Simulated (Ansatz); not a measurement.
# Al₂Cu: a line through a two-coordinate scan

How does the energy of Al₂Cu (Fm-3m, No. 225; 3 atoms in the cell) vary with strain +e along z and -e/2 along x and y, at strain +e along x and -e along y = −4.00 %?

Method: DFT LDA, scalar-relativistic, plane waves, PAW, in Ansatz 0.2.0.

1 further run of the same task is left out (set aside as unsound or not needed). Runs told in other sessions of the task aren't counted.

### 1 Starting point

The structure is cubic, space group Fm-3m (No. 225). The conventional cell has a = 5.670 Å, b = 5.670 Å, c = 5.670 Å, α = 90.00°, β = 90.00°, γ = 90.00°. Al (site symmetry -43m) has 4 Cu at 2.46 Å in its first shell of neighbours. Around Cu (site symmetry m-3m) lie 8 Al at 2.46 Å.

Coordinates:

```
Al Cu
1.0
    -2.00467    2.00467    2.83511
     2.00467   -2.00467    2.83511
     2.00467    2.00467   -2.83511
Al Cu
2 1
Direct
  0.75000 0.25000 0.50000
  0.25000 0.75000 0.50000
  0.50000 0.50000 0.00000
```

It goes back to an entry of the Materials Project, which need not be the stable form.

This cell was relaxed beforehand with the same method: volume 15.19 Å³/atom, gap on the mesh none (metal).

### 2 What is varied

The energy is mapped over two homogeneous strains; x, y and z are the crystal's own axes (z along the conventional c), which in the input's Cartesian frame point along (0.71, -0.71, 0.00), (0.71, 0.71, 0.00), (0.00, 0.00, 1.00).

The axes are (1) strain +e along x and -e along y: 7 values from −4.00 %; (2) strain +e along z and -e/2 along x and y: 7 values from −7.00 %.

Nothing else is relaxed (symmetry fixes all fractional coordinates). Energies count from the relaxed crystal. Points are written as (first, second).

### 3 The run at (−4.00 %, −7.00 %)

File input.yaml:

```yaml
crystal:
  lattice:
    - [-1.9946459853, 1.9946459853, 2.636649387]
    - [1.9946459853, -1.9946459853, 2.636649387]
    - [2.1550195319, 2.1550195319, -2.636649387]
  atoms:
    - { symbol: Al, position: [0.75, 0.25, 0.5] }
    - { symbol: Al, position: [0.25, 0.75, 0.5] }
    - { symbol: Cu, position: [0.5, 0.5, 0.0] }
basis:
  ecutwfc: 520.0
kpoints:
  mp_grid: { grid: [14, 14, 14] }
hamiltonian:
  xc: lda
  pseudopotentials: { kind: paw, azcp: { folder: soft_1 } }
scf:
  occupations: { method: gaussian, width: 0.15 }
output:
  forces: true
  stress: true
  eigenvalues: true
```

The run is started by

```bash
$ ansatz run input.yaml --threads 2 --pin off --max-ram 4096MiB --backend cpu --events-out ev --progress --plain --runs-dir out
```

The log of the run (excerpt; [...] marks lines left out):

```text
Warning: <dir> the record states the generating functional pbe (its physics header spells it `PBE`), which answers neither for hamiltonian.xc's functional nor for the lda family's — results may be inconsistent (PPs are generated against a specific XC)
[...]
Warning: RAYON_NUM_THREADS=2 ignored (pool sized by the plan → 2); use --threads N
[...]
Pseudopotentials: kind: paw
Pseudopotential: Al, paw, valence charge 3, recommended cutoff 420 eV (normal), <dir>
Pseudopotential: Cu, paw, valence charge 19, recommended cutoff 420 eV (normal), <dir>
Functional definition: SPW92
[...]
Crystal: 3 atoms, lattice volume = 45.335 Å³
Basis set: ecut = 520 eV, 1241 PW (Γ)
Bands: 17, of which v1, the nominal top of the filled ones, is band 13 counted from 1 (12 counted from 0)
Symmetry: 8 space group operations
Space group: Fmmm (ITA 69), of the structure as read, at distance tolerance 3.6e-5 Å
k-points: 428 of 2744
[...]
SCF iter   1: F=—  HF=-7585.841787 eV  |F-HF|=—  |Δ(HF+E_count)|=         —  Δρ=3.50e-1  dr2=3.75e1  ethr=3.10e-3  ⟨swp⟩=5.3  Hψ=36345  notcnv=0
[...]
SCF iter   9: F=-7581.956099 eV  HF=-7581.956099 eV  |F-HF|=2.25e-8  |Δ(HF+E_count)|=   3.71e-8  Δρ=6.24e-6  dr2=3.34e-8  ethr=4.00e-10  ⟨swp⟩=6.0  Hψ=32862  notcnv=0
[...]
SCF converged after 9 iterations
Free energy (F): -7581.956099 eV
[...]
E sigma→0 (E₀):  -7581.951320 eV
Entropy (-TS):   -0.009558 eV (-3.186 meV/atom)
Fermi energy:    9.516192 eV
[...]
--- Forces (eV/Å), atoms counted from 1 ---
  atom   1  Al    -0.00000000     0.00000000    -0.00000000
  atom   2  Al     0.00000000    -0.00000000     0.00000000
  atom   3  Cu     0.00000000     0.00000000     0.00000000
[...]
--- Stress (GPa, compression-positive) ---
       -2.933148      -2.753089      -0.000000
       -2.753089      -2.933148       0.000000
       -0.000000      -0.000000      10.371558
  P = ⅓ Tr σ = 1.5018 GPa (15.018 kbar)
--- Band table (eV; the first three rows and the last of 428) ---
  k-point 0: bands = ["-103.6359", "-61.4699", "-61.4264", "-61.3926", "-1.0116", "4.7163", "4.7927", "4.8595", "5.2587", "5.4748", "11.7910", "11.8542", "12.5508", "12.6380", "12.9708", "13.4991", "14.1858"]
[...]
```

It took 25 s on 2 threads of Arm Neoverse N1, shared host; peak memory 0.59 GiB.

Energy on the map's scale: 54.6 meV/atom.

### 4 Point (−4.00 %, −4.67 %)

Edit input.yaml of step 3 so:

```diff
@@ -2,5 +2,5 @@
   lattice:
-    - [-1.9946459853, 1.9946459853, 2.636649387]
-    - [1.9946459853, -1.9946459853, 2.636649387]
-    - [2.1550195319, 2.1550195319, -2.636649387]
+    - [-1.9712915876, 1.9712915876, 2.702707377]
+    - [1.9712915876, -1.9712915876, 2.702707377]
+    - [2.1316651342, 2.1316651342, -2.702707377]
   atoms:
```

The run is started by

```bash
$ ansatz run input.yaml --threads 2 --pin off --max-ram 4096MiB --backend cpu --events-out ev --progress --plain --runs-dir out
```

The log of the run (excerpt; [...] marks lines left out):

```text
[...]
SCF converged after 9 iterations
Free energy (F): -7582.027998 eV
[...]
E sigma→0 (E₀):  -7582.023298 eV
Entropy (-TS):   -0.009399 eV (-3.133 meV/atom)
Fermi energy:    9.492756 eV
[...]
--- Forces (eV/Å), atoms counted from 1 ---
  atom   1  Al     0.00000000    -0.00000000     0.00000000
  atom   2  Al    -0.00000000     0.00000000    -0.00000000
  atom   3  Cu    -0.00000000     0.00000000     0.00000000
[...]
--- Stress (GPa, compression-positive) ---
       -1.806677      -3.278088      -0.000000
       -3.278088      -1.806677       0.000000
       -0.000000      -0.000000       6.050256
  P = ⅓ Tr σ = 0.8123 GPa (8.123 kbar)
--- Band table (eV; the first three rows and the last of 428) ---
  k-point 0: bands = ["-103.6697", "-61.4983", "-61.4540", "-61.4371", "-1.0155", "4.7021", "4.7381", "4.8105", "5.2494", "5.4215", "11.8698", "12.0778", "12.4381", "12.5742", "12.7720", "13.3157", "14.1038"]
[...]
```

Run time: 24 s. Hardware: 2 threads of Arm Neoverse N1, shared host; peak memory 0.6 GiB.

Energy on the map's scale: 30.7 meV/atom.

### 5 Grid point (−4.00 %, −2.33 %)

Edit input.yaml of step 4 so:

```diff
@@ -2,5 +2,5 @@
   lattice:
-    - [-1.9712915876, 1.9712915876, 2.702707377]
-    - [1.9712915876, -1.9712915876, 2.702707377]
-    - [2.1316651342, 2.1316651342, -2.702707377]
+    - [-1.9478369564, 1.9478369564, 2.7690488777]
+    - [1.9478369564, -1.9478369564, 2.7690488777]
+    - [2.108210503, 2.108210503, -2.7690488777]
   atoms:
```

The run is started by

```bash
$ ansatz run input.yaml --threads 2 --pin off --max-ram 4096MiB --backend cpu --events-out ev --progress --plain --runs-dir out
```

The log of the run (excerpt; [...] marks lines left out):

```text
[...]
SCF converged after 9 iterations
Free energy (F): -7582.063966 eV
[...]
E sigma→0 (E₀):  -7582.058770 eV
Entropy (-TS):   -0.010392 eV (-3.464 meV/atom)
Fermi energy:    9.485011 eV
[...]
--- Forces (eV/Å), atoms counted from 1 ---
  atom   1  Al     0.00000000     0.00000000     0.00000000
  atom   2  Al    -0.00000000    -0.00000000     0.00000000
  atom   3  Cu     0.00000000     0.00000000     0.00000000
[...]
--- Stress (GPa, compression-positive) ---
       -0.545027      -3.845786       0.000000
       -3.845786      -0.545027       0.000000
        0.000000       0.000000       2.587001
  P = ⅓ Tr σ = 0.4990 GPa (4.990 kbar)
--- Band table (eV; the first three rows and the last of 428) ---
  k-point 0: bands = ["-103.6869", "-61.5090", "-61.4673", "-61.4644", "-1.0171", "4.7010", "4.7070", "4.7787", "5.2505", "5.3866", "11.9614", "12.2632", "12.3236", "12.5842", "12.6184", "13.1574", "14.0563"]
[...]
```

Wall time 25 s (2 threads of Arm Neoverse N1, shared host); peak memory 0.6 GiB.

That is 18.7 meV/atom from the zero.

### 6 The run at (−4.00 %, 0.00 %)

Edit input.yaml of step 5 so:

```diff
@@ -2,5 +2,5 @@
   lattice:
-    - [-1.9478369564, 1.9478369564, 2.7690488777]
-    - [1.9478369564, -1.9478369564, 2.7690488777]
-    - [2.108210503, 2.108210503, -2.7690488777]
+    - [-1.9244825587, 1.9244825587, 2.8351068677]
+    - [1.9244825587, -1.9244825587, 2.8351068677]
+    - [2.0848561053, 2.0848561053, -2.8351068677]
   atoms:
```

The run is started by

```bash
$ ansatz run input.yaml --threads 2 --pin off --max-ram 4096MiB --backend cpu --events-out ev --progress --plain --runs-dir out
```

The log of the run (excerpt; [...] marks lines left out):

```text
Warning: <dir> the record states the generating functional pbe (its physics header spells it `PBE`), which answers neither for hamiltonian.xc's functional nor for the lda family's — results may be inconsistent (PPs are generated against a specific XC)
[...]
Warning: RAYON_NUM_THREADS=2 ignored (pool sized by the plan → 2); use --threads N
[...]
[... 4 set-up lines as earlier in the session ...]
[...]
Crystal: 3 atoms, lattice volume = 45.501 Å³
Basis set: ecut = 520 eV, 1235 PW (Γ)
Bands: 17, of which v1, the nominal top of the filled ones, is band 13 counted from 1 (12 counted from 0)
[... 2 set-up lines as earlier in the session ...]
k-points: 428 of 2744
[...]
SCF iter   1: F=—  HF=-7585.894035 eV  |F-HF|=—  |Δ(HF+E_count)|=         —  Δρ=3.47e-1  dr2=3.68e1  ethr=3.10e-3  ⟨swp⟩=5.3  Hψ=36084  notcnv=0
[...]
SCF iter   9: F=-7582.069684 eV  HF=-7582.069684 eV  |F-HF|=2.98e-8  |Δ(HF+E_count)|=   3.36e-8  Δρ=7.29e-6  dr2=4.23e-8  ethr=4.00e-10  ⟨swp⟩=6.0  Hψ=33691  notcnv=0
[...]
SCF converged after 9 iterations
Free energy (F): -7582.069684 eV
[...]
E sigma→0 (E₀):  -7582.064692 eV
Entropy (-TS):   -0.009985 eV (-3.328 meV/atom)
Fermi energy:    9.482560 eV
[...]
--- Forces (eV/Å), atoms counted from 1 ---
  atom   1  Al     0.00000000     0.00000000     0.00000000
  atom   2  Al    -0.00000000    -0.00000000     0.00000000
  atom   3  Cu     0.00000000     0.00000000     0.00000000
[...]
--- Stress (GPa, compression-positive) ---
        0.820149      -4.455385       0.000000
       -4.455385       0.820149       0.000000
        0.000000       0.000000      -0.263141
  P = ⅓ Tr σ = 0.4591 GPa (4.591 kbar)
--- Band table (eV; the first three rows and the last of 428) ---
  k-point 0: bands = ["-103.6912", "-61.5068", "-61.4851", "-61.4618", "-1.0172", "4.6799", "4.7261", "4.7628", "5.2532", "5.3739", "12.0658", "12.1130", "12.4056", "12.5843", "12.6832", "13.0243", "14.0423"]
[...]
```

Wall time 24 s (2 threads of Arm Neoverse N1, shared host); peak memory 0.6 GiB.

On the map this point reads 16.8 meV/atom.

### 7 The run at (−4.00 %, 2.33 %)

Edit input.yaml of step 6 so:

```diff
@@ -2,5 +2,5 @@
   lattice:
-    - [-1.9244825587, 1.9244825587, 2.8351068677]
-    - [1.9244825587, -1.9244825587, 2.8351068677]
-    - [2.0848561053, 2.0848561053, -2.8351068677]
+    - [-1.901128161, 1.901128161, 2.9011648577]
+    - [1.901128161, -1.901128161, 2.9011648577]
+    - [2.0615017076, 2.0615017076, -2.9011648577]
   atoms:
```

The run is started by

```bash
$ ansatz run input.yaml --threads 2 --pin off --max-ram 4096MiB --backend cpu --events-out ev --progress --plain --runs-dir out
```

The log of the run (excerpt; [...] marks lines left out):

```text
Warning: <dir> the record states the generating functional pbe (its physics header spells it `PBE`), which answers neither for hamiltonian.xc's functional nor for the lda family's — results may be inconsistent (PPs are generated against a specific XC)
[...]
Warning: RAYON_NUM_THREADS=2 ignored (pool sized by the plan → 2); use --threads N
[...]
[... 4 set-up lines as earlier in the session ...]
[...]
Crystal: 3 atoms, lattice volume = 45.481 Å³
Basis set: ecut = 520 eV, 1233 PW (Γ)
Bands: 17, of which v1, the nominal top of the filled ones, is band 13 counted from 1 (12 counted from 0)
[... 2 set-up lines as earlier in the session ...]
k-points: 428 of 2744
[...]
SCF iter   1: F=—  HF=-7585.880931 eV  |F-HF|=—  |Δ(HF+E_count)|=         —  Δρ=3.48e-1  dr2=3.69e1  ethr=3.10e-3  ⟨swp⟩=5.3  Hψ=36090  notcnv=0
[...]
SCF iter   9: F=-7582.048877 eV  HF=-7582.048877 eV  |F-HF|=2.86e-8  |Δ(HF+E_count)|=   3.61e-8  Δρ=6.79e-6  dr2=3.88e-8  ethr=4.00e-10  ⟨swp⟩=6.1  Hψ=33310  notcnv=0
[...]
SCF converged after 9 iterations
Free energy (F): -7582.048877 eV
[...]
E sigma→0 (E₀):  -7582.043574 eV
Entropy (-TS):   -0.010607 eV (-3.536 meV/atom)
Fermi energy:    9.479496 eV
[...]
--- Forces (eV/Å), atoms counted from 1 ---
  atom   1  Al     0.00000000    -0.00000000    -0.00000000
  atom   2  Al     0.00000000     0.00000000     0.00000000
  atom   3  Cu     0.00000000     0.00000000    -0.00000000
[...]
--- Stress (GPa, compression-positive) ---
        2.240867      -5.102855      -0.000000
       -5.102855       2.240867       0.000000
       -0.000000       0.000000      -2.483307
  P = ⅓ Tr σ = 0.6661 GPa (6.661 kbar)
--- Band table (eV; the first three rows and the last of 428) ---
  k-point 0: bands = ["-103.6832", "-61.4925", "-61.4899", "-61.4477", "-1.0159", "4.6752", "4.7580", "4.7624", "5.2535", "5.3875", "11.9862", "12.1856", "12.2297", "12.7682", "12.8594", "12.9141", "14.0604"]
[...]
```

Run time: 24 s. Hardware: 2 threads of Arm Neoverse N1, shared host; peak memory 0.6 GiB.

That is 23.7 meV/atom from the zero.

### 8 Grid point (−4.00 %, 4.67 %)

Edit input.yaml of step 7 so:

```diff
@@ -2,5 +2,5 @@
   lattice:
-    - [-1.901128161, 1.901128161, 2.9011648577]
-    - [1.901128161, -1.901128161, 2.9011648577]
-    - [2.0615017076, 2.0615017076, -2.9011648577]
+    - [-1.8776735298, 1.8776735298, 2.9675063584]
+    - [1.8776735298, -1.8776735298, 2.9675063584]
+    - [2.0380470764, 2.0380470764, -2.9675063584]
   atoms:
```

The run is started by

```bash
$ ansatz run input.yaml --threads 2 --pin off --max-ram 4096MiB --backend cpu --events-out ev --progress --plain --runs-dir out
```

The log of the run (excerpt; [...] marks lines left out):

```text
[...]
SCF converged after 9 iterations
Free energy (F): -7582.005982 eV
[...]
E sigma→0 (E₀):  -7582.000634 eV
Entropy (-TS):   -0.010695 eV (-3.565 meV/atom)
Fermi energy:    9.491308 eV
[...]
--- Forces (eV/Å), atoms counted from 1 ---
  atom   1  Al    -0.00000000     0.00000000     0.00000000
  atom   2  Al    -0.00000000     0.00000000     0.00000000
  atom   3  Cu     0.00000000     0.00000000    -0.00000000
[...]
--- Stress (GPa, compression-positive) ---
        3.662348      -5.725842       0.000000
       -5.725842       3.662348       0.000000
        0.000000      -0.000000      -4.108893
  P = ⅓ Tr σ = 1.0719 GPa (10.719 kbar)
--- Band table (eV; the first three rows and the last of 428) ---
  k-point 0: bands = ["-103.6632", "-61.4817", "-61.4660", "-61.4228", "-1.0135", "4.6867", "4.7770", "4.8025", "5.2551", "5.4232", "11.8804", "12.0475", "12.3226", "12.8248", "12.8742", "13.1500", "14.1099"]
[...]
```

It took 24 s on 2 threads of Arm Neoverse N1, shared host; peak memory 0.6 GiB.

Energy on the map's scale: 38.0 meV/atom.

### 9 The run at (−4.00 %, 7.00 %)

Edit input.yaml of step 8 so:

```diff
@@ -2,5 +2,5 @@
   lattice:
-    - [-1.8776735298, 1.8776735298, 2.9675063584]
-    - [1.8776735298, -1.8776735298, 2.9675063584]
-    - [2.0380470764, 2.0380470764, -2.9675063584]
+    - [-1.8543191321, 1.8543191321, 3.0335643484]
+    - [1.8543191321, -1.8543191321, 3.0335643484]
+    - [2.0146926787, 2.0146926787, -3.0335643484]
   atoms:
@@ -22 +22,5 @@
   eigenvalues: true
+  write_density: true
+  write_potential: true
+  elf: true
+  volumetric_format: npy
```

The run is started by

```bash
$ ansatz run input.yaml --threads 2 --pin off --max-ram 4096MiB --backend cpu --events-out ev --progress --plain --runs-dir out
```

The log of the run (excerpt; [...] marks lines left out):

```text
Warning: <dir> the record states the generating functional pbe (its physics header spells it `PBE`), which answers neither for hamiltonian.xc's functional nor for the lda family's — results may be inconsistent (PPs are generated against a specific XC)
[...]
Warning: RAYON_NUM_THREADS=2 ignored (pool sized by the plan → 2); use --threads N
[...]
[... 4 set-up lines as earlier in the session ...]
[...]
Crystal: 3 atoms, lattice volume = 45.332 Å³
Basis set: ecut = 520 eV, 1241 PW (Γ)
Bands: 17, of which v1, the nominal top of the filled ones, is band 13 counted from 1 (12 counted from 0)
[... 2 set-up lines as earlier in the session ...]
k-points: 428 of 2744
[...]
SCF iter   1: F=—  HF=-7585.831075 eV  |F-HF|=—  |Δ(HF+E_count)|=         —  Δρ=3.51e-1  dr2=3.76e1  ethr=3.10e-3  ⟨swp⟩=5.3  Hψ=36248  notcnv=0
[...]
SCF iter   9: F=-7581.944665 eV  HF=-7581.944665 eV  |F-HF|=2.22e-8  |Δ(HF+E_count)|=   3.97e-8  Δρ=6.60e-6  dr2=3.65e-8  ethr=4.00e-10  ⟨swp⟩=9.1  Hψ=48995  notcnv=0
[...]
SCF converged after 9 iterations
Free energy (F): -7581.944665 eV
[...]
E sigma→0 (E₀):  -7581.939654 eV
Entropy (-TS):   -0.010022 eV (-3.341 meV/atom)
Fermi energy:    9.517703 eV
[...]
--- Forces (eV/Å), atoms counted from 1 ---
  atom   1  Al     0.00000000     0.00000000     0.00000000
  atom   2  Al    -0.00000000    -0.00000000    -0.00000000
  atom   3  Cu     0.00000000    -0.00000000    -0.00000000
[...]
--- Stress (GPa, compression-positive) ---
        5.145930      -6.324076       0.000000
       -6.324076       5.145930       0.000000
        0.000000       0.000000      -5.389480
  P = ⅓ Tr σ = 1.6341 GPa (16.341 kbar)
--- Band table (eV; the first three rows and the last of 428) ---
  k-point 0: bands = ["-103.6325", "-61.4632", "-61.4283", "-61.3878", "-1.0105", "4.7129", "4.8051", "4.8584", "5.2618", "5.4755", "11.7956", "11.8512", "12.4761", "12.7557", "13.0004", "13.4527", "14.1891"]
[...]
```

It took 31 s on 2 threads of Arm Neoverse N1, shared host; peak memory 0.59 GiB.

The maps below are laid out on this run's own conventional cell (a, b, c = 5.245, 5.698, 6.067 Å).

Density in a lattice plane of the grid's cell (edges 5.24 and 6.07 Å, at 0.250 of the third edge), which holds Al.

Ten even steps from '0' (0.05 e/Å³) to '9' (0.29 e/Å³):
```
45555555554555555555
55666666655566666665
77764346777776434677
88741014787874101478
88730003799973000378
88741014787874101478
77764346777776434677
55666666655566666665
45555555554555555555
44455555444445555544
45555555554555555555
55666666655566666665
77764346777776434677
78741014788874101478
99730003788873000379
78741014788874101478
77764346777776434677
55666666655566666665
45555555554555555555
44455555444445555544
```
Columns run along the first of these edges and rows up along the second, over one cell in 20 and 20 even steps from the bottom left corner. Atoms in the plane (fractional): Al at (0.25, 0.75), Al at (0.75, 0.25), Al at (0.25, 0.25), Al at (0.75, 0.75).

ELF in the same plane.

Ten even steps from '0' (0.05) to '9' (0.73):
```
45667776654566777665
66777677766677767776
88852125888885212588
99720102799972010279
99611910699960191169
99720102799972010279
88852125888885212588
66777677766677767776
45667776654566777665
44566766544456676654
45667776654566777665
66777677766677767776
88852125888885212588
99720102799972010279
99601911699961191069
99720102799972010279
88852125888885212588
66777677766677767776
45667776654566777665
44566766544456676654
```
Columns run along the first of these edges and rows up along the second, over one cell in 20 and 20 even steps from the bottom left corner. Atoms in the plane (fractional): Al at (0.25, 0.75), Al at (0.75, 0.25), Al at (0.25, 0.25), Al at (0.75, 0.75).

Both are smooth fields of the valence electrons: close to the nuclei they are not physical.

Maxima of ELF outside the ion cores: 0.73 on the Al–Al line, 1.3 Å from Al.

That is 58.4 meV/atom from the zero.

### 10 The line in numbers

| strain +e along z and -e/2 along x and y (%) | step | energy (meV/atom) | slope (meV/atom per %) | pressure (GPa) |
| --- | --- | --- | --- | --- |
| −7.00 | 3 | 54.6 | −13.1 | 1.50 |
| −4.67 | 4 | 30.7 | −7.6 | 0.81 |
| −2.33 | 5 | 18.7 | −2.9 | 0.50 |
| 0.00 | 6 | 16.8 | 1.2 | 0.46 |
| 2.33 | 7 | 23.7 | 4.6 | 0.67 |
| 4.67 | 8 | 38.0 | 7.5 | 1.07 |
| 7.00 | 9 | 58.4 | 10.0 | 1.63 |

Energies count from the relaxed crystal. Slopes come from the forces (and the stress, where the cell changes), not from differences of energies.

**Reading.** The lowest point computed on the line is at 0.00 %, 16.8 meV/atom from the zero. Energies and slopes round the minimum, fitted together, put the minimum at −0.711 %, with a curvature of about 1.7 meV/atom per %². Divided by the reference volume, that is a stiffness of about 180 GPa for this pattern of strain. The highest point computed, at 7.00 %, lies 41.7 meV/atom above the lowest. This is one cut through a surface in two coordinates; the map's lowest point lies off it.
